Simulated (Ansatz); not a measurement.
CsPbI2Br, space group P4/mmm: a convergence test of the plane-wave cutoff, run with Ansatz 0.2.0 through its Python package.

`cspbi2br.py`
```python
"""Cutoff test for CsPbI2Br."""

import warnings

import ansatz
import pandas as pd


def main() -> None:
    warnings.simplefilter("ignore", ansatz.DeckWarning)

    xtal = (
        ansatz.Lattice.from_parameters(6.375296, 6.375296, 5.96222, alpha=90.0, beta=90.0, gamma=90.0)
        .atom("Cs", [0.5, 0.5, 0.5])
        .atom("Pb", [0.0, 0.0, 0.0])
        .atom("I", [0.0, 0.5, 0.0])
        .atom("I", [0.5, 0.0, 0.0])
        .atom("Br", [0.0, 0.0, 0.5])
    )

    base = (
        xtal.calculation()
        .occupations("fixed")
        .kpoints(4)
        .band_table()
    )

    rows = []
    for value in [250, 325, 400, 475, 550, 625]:
        r = base.basis(value).run(threads=1, pin="off").report
        rows.append((value, r["free_energy_ev"] / len(r["lattice"]["sites"]), r["n_iterations"], r["gap_by_band_count_ev"], r["n_pw"]))

    table = pd.DataFrame(rows, columns=["cutoff (eV)", "F/atom (eV)", "iterations", "gap by band count (eV)", "plane waves"])
    print(table.round(5).to_string(index=False))

    # the last row is the reference
    for row in rows[:-1]:
        shift = 1000 * (row[1] - rows[-1][1])
        print(f"{row[0]}: {shift:+.2f} meV/atom" + ("  (within 2 meV)" if abs(shift) < 2 else ""))


if __name__ == "__main__":
    main()
```

How fast does the energy converge with the cutoff (threshold 2 meV an atom)?

From 400 eV on it stays within 2 meV an atom of the value at 625 eV; the first row (250 eV) is off by 547.9 meV and the last but one by 0.05 meV. The energy falls steadily, as expected when plane waves are added. The last run costs about 3.7 times the first.

The output:

Output of `python cspbi2br.py`:
```text
 cutoff (eV)  F/atom (eV)  iterations  gap by band count (eV)  plane waves
         250  -7077.79430           6                 1.50826         2171
         325  -7078.33205           6                 1.46302         3221
         400  -7078.34136           6                 1.46225         4399
         475  -7078.34201           6                 1.46240         5697
         550  -7078.34216           6                 1.46241         7143
         625  -7078.34221           6                 1.46244         8557
250: +547.90 meV/atom
325: +10.16 meV/atom
400: +0.84 meV/atom  (within 2 meV)
475: +0.20 meV/atom  (within 2 meV)
550: +0.05 meV/atom  (within 2 meV)
```

What to keep in mind:
- Spin-orbit coupling, left out here, can change this gap by several tenths of an eV, and inverted bands can meet off the mesh.
- No functional is typed, so the default, PBE, holds.
- The structure comes from a database of computed cells and needn't be a stable or known phase.
- Levels are Kohn-Sham eigenvalues on this mesh, without spin-orbit coupling.
- Shifts are counted from the last row, which is itself no proven limit.
- The script silences the warnings on its input, which a real study should read.
- Timing: 110 s on 1 thread of Arm Neoverse N1 (shared host), peak memory 0.77 GiB.
